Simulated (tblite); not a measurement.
# C3H8F2SSi2: the cost of one run

Computed with tblite 0.8.0 and PySCF 2.14.0, with density-fitted response routines of our own, on a single molecule in the gas phase. Atoms count from 0, in the outputs and in this text.

## Step 1: Starting geometry

16 atoms, charge 0, multiplicity 1; geometry from: force field or distance geometry start.

Bonds of the start (Å): F0–C1 1.41, C1–C2 1.45, C2–Si3 1.87, C2–C4 1.45, C4–S5 1.79, S5–Si6 2.15, Si6–F7 1.67, Si6–C1 1.83, C1–H8 1.11, C2–H9 1.12, Si3–H10 1.46, Si3–H11 1.49, Si3–H12 1.48, C4–H13 1.12, C4–H14 1.13, Si6–H15 1.48.

## Step 2: Relaxing the molecule with GFN2-xTB

Job settings and geometry (Å):

```
{"job": {"kind": "relax", "xc": "GFN2-xTB", "basis": "xTB"}, "charge": 0, "multiplicity": 1}
F     -0.348300    -1.861000     0.677900
C     -0.663100    -0.768100    -0.147100
C      0.388700     0.230200    -0.244200
Si     1.956700    -0.618800     0.313700
C      0.226000     1.489500     0.453100
S     -1.434300     1.789600     1.053800
Si    -2.270700    -0.093100     0.423700
F     -3.385000     0.083100    -0.801500
H     -0.830600    -1.219200    -1.150200
H      0.558200     0.440500    -1.329600
H      3.095700    -0.302100    -0.542800
H      1.797600    -2.100700     0.258600
H      2.334400    -0.213100     1.689700
H      0.921500     1.682800     1.304600
H      0.441500     2.337000    -0.267600
H     -2.795800    -0.867600     1.563900
```

Run with:

```console
> OMP_NUM_THREADS=1 python probes_run.py task.json out
```

The driver reads the jobs from task.json and runs them one after another.

Q: Estimate the wall time and peak memory of this first job on 1 thread of Arm Neoverse N1, shared host.

About 1.3 s, with a peak of 0.18 GiB.
